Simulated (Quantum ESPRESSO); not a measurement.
## SbAs under changes of volume

One of the cells (26.599 Å³/atom); the others are scaled copies at fixed shape and fractional positions:

```xyz
2
Lattice="2.0327 1.1736 3.7166 -2.0327 1.1736 3.7166 0.0000 -2.3472 3.7166" Properties=species:S:1:pos:R:3 pbc="T T T"
Sb    0.0000    0.0000    8.5954
As    0.0000    0.0000    2.5544
```

The cell is a database's computed one.

| Item | Value |
| --- | --- |
| Program | Quantum ESPRESSO 7.5 |
| Functional | r2SCAN |
| Potentials or basis | SG15 PBE 1.2 |
| Cutoff | 952 eV |
| Density cutoff | 3810 eV |
| k mesh | 5 × 5 × 5 |
| Occupations | fermi-dirac, width 0.05 eV |
| Spin | no spin polarisation |

| volume (Å³/atom) | energy over the lowest point (meV/atom) | pressure (GPa) | largest force (eV/Å) |
| --- | --- | --- | --- |
| 25.003 | 14.78 | 3.8 | 0.180 |
| 25.535 | 4.84 | 2.2 | 0.044 |
| 26.067 | ? | ? | ? |
| 26.599 | 0.00 | -0.6 | 0.201 |
| 27.131 | 4.06 | -1.8 | 0.311 |
| 27.663 | 11.84 | -2.8 | 0.412 |
| 28.194 | 22.94 | -3.8 | 0.507 |

Task: What does the run at 26.067 Å³/atom give?

Result: Energy over the lowest point 0.09 meV/atom; pressure 0.7 GPa; largest force 0.084 eV/Å.

Worked out: A Birch-Murnaghan fit of order 3 (a polynomial in V^(-2/3)) to the other rows has its minimum at 26.34 Å³/atom with B0 = V·E''(V) = 65 GPa and B' = 4.5 at fixed shape and positions, which overstates the stiffness. It gives 0.10 meV/atom at 26.067 Å³/atom, against the run's 0.09, and -dE/dV = 0.7 GPa, against 0.7.

Energies are extrapolated to zero smearing.

Caveats: some runs use coarse meshes; the potentials were made for another functional, which shifts forces and pressure.
